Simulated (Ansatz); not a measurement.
Crystal: HfGe.

```
Hf Ge
1.0
     3.50084    0.00000    0.00000
     0.00000    3.50084    0.00000
     0.00000    0.00000    3.50084
Hf Ge
1 1
Direct
  0.00000 0.00000 0.00000
  0.50000 0.50000 0.50000
```

The cell was built by a generator and needn't be a form met in nature.

Base run:

```yaml
Program: Ansatz 0.2.0
Functional: LDA
Potentials_or_basis: Ansatz PAW
Cutoff: 420 eV
Density_cutoff: 1680 eV
k_mesh: 6 × 6 × 6
Occupations: fermi-dirac, width 0.05 eV
Spin: spin-orbit coupling, no magnetisation
```

Its results: band gap on the k mesh none (metal or under the smearing width); pressure -18.2 GPa.

Task: After a change of settings the same cell gave: band gap on the k mesh none (metal or under the smearing width); pressure -15.6 GPa. Which change was it?
A. functional from LDA to PBE
B. functional from LDA to PBEsol
C. k mesh from 6 × 6 × 6 to 8 × 8 × 8; spin from spin-orbit coupling, no magnetisation to no spin polarisation; potential files from those of the base run to others of the same set
D. functional from LDA to BPBE; occupations from fermi-dirac, width 0.05 eV to gaussian, width 0.025 eV

Result: B.

PBEsol binds less tightly than LDA, so the same cell stands under more pressure.

Caveats: so large a pressure means that the cell lies far from this level's equilibrium, or that cutoff or potentials fall short; the PAW data sets come from PBE, with cores solved anew for the run's functional, which leaves a small shift of forces and pressure.

Not every run made on this cell is shown here.
